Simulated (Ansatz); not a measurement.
Predict the output of the script below (Ansatz's Python interface).

`run_deck.py`:
```python
# -*- coding: utf-8 -*-
"""Single point of ZnAg through the engine session."""

import warnings

import ansatz as az

warnings.simplefilter("ignore", az.DeckWarning)

settings = {
    "crystal": {
        "lattice": [[3.156, 0.0, 0.0], [0.0, 3.156, 0.0], [0.0, 0.0, 3.156]],
        "atoms": [
            {"symbol": "Zn", "position": [0.5, 0.5, 0.5]},
            {"symbol": "Ag", "position": [0.0, 0.0, 0.0]},
        ],
    },
    "kpoints": {"mp_grid": {"grid": [7, 7, 7]}},
    "hamiltonian": {"xc": "pbesol"},
    "scf": {"occupations": {"method": "fermi_dirac", "width": 0.1}},
    "basis": {"ecutwfc": 510},
    "output": {"stress": True, "eigenvalues": True},
}

planned = az.Session.from_dict(settings).plan(threads=1, pin="off")
done = planned.execute()
summary = done.report

print(f"free energy      {summary['free_energy_ev']:.5f} eV")
print(f"per atom         {summary['free_energy_ev'] / len(done.lattice.sites):.5f} eV")
print(f"SCF iterations   {summary['n_iterations']}  (converged: {summary['converged']})")

edges = summary.get("band_edges_ev")
if edges:
    print(f"band edges on the mesh: {edges[0]:.3f} and {edges[1]:.3f} eV, gap {edges[1] - edges[0]:.3f} eV")
else:
    print("no band edges reported (a metal, or a gap too narrow for this smearing); Fermi level", round(summary["fermi_energy_ev"], 3), "eV")

fermi = summary["fermi_energy_ev"]
print("levels less the Fermi level (eV) at the first k-points")
for k, levels in list(zip(summary["kpoints_frac"], summary["eigenvalues_ev"]))[:3]:
    print("k = ({:.3f}, {:.3f}, {:.3f})".format(*k))
    print("   ", " ".join(f"{e - fermi:.3f}" for e in levels))

used = summary["setup"]
print("cutoffs (eV):", used["ecut_ev"], used["ecutrho_ev"], " FFT grid:", used["fft_dense"])
print("cell volume {:.3f} A^3, {} symmetry operations".format(used["cell_volume_ang3"], used["n_sym_ops"]))
```

Running `python run_deck.py` prints:
```text
free energy      -10803.29630 eV
per atom         -5401.64815 eV
SCF iterations   7  (converged: True)
no band edges reported (a metal, or a gap too narrow for this smearing); Fermi level 14.982 eV
levels less the Fermi level (eV) at the first k-points
k = (0.000, 0.000, 0.000)
    -92.672 -56.147 -56.147 -56.147 -9.617 -8.001 -8.001 -7.404 -7.404 -7.404 -5.555 -5.555 -4.408 -4.408 -4.408 5.169 5.169 5.169 10.141 10.908
k = (0.000, 0.000, 0.143)
    -92.671 -56.153 -56.147 -56.147 -9.283 -7.939 -7.913 -7.409 -7.409 -7.378 -5.600 -5.479 -4.577 -4.577 -4.433 3.017 5.728 5.728 10.507 10.881
k = (0.000, 0.000, 0.286)
    -92.671 -56.166 -56.146 -56.146 -8.369 -7.788 -7.681 -7.419 -7.419 -7.320 -5.714 -5.308 -4.928 -4.928 -4.491 -0.065 7.246 7.246 10.811 10.821
cutoffs (eV): 510.0 2040.0  FFT grid: [24, 24, 24]
cell volume 31.435 A^3, 48 symmetry operations
```

Total energies depend on the potentials; only differences at equal settings carry meaning. The computed bands are complete only to about 5.8 eV above the Fermi level. For a metal this k-point mesh is coarse: on a finer one energies can move by several to tens of meV an atom and pressures by half a GPa or more, differences at one mesh by less. Only differences from the Fermi energy are physical; the zero of the scale is a convention. The structure is a deposited one; some such entries were measured under pressure or heat, so a shift against it needn't be the functional's error alone. Gaps and levels are Kohn-Sham values on a finite set of k-points, without spin-orbit coupling. Timing: 1.3 s on 1 thread of Arm Neoverse V2, with other jobs on the host, peak memory 0.34 GiB.

(A comment or docstring line of the script was reworded after the run, the code is as it ran; lines on the test bed's own set-up are left out of the output.)
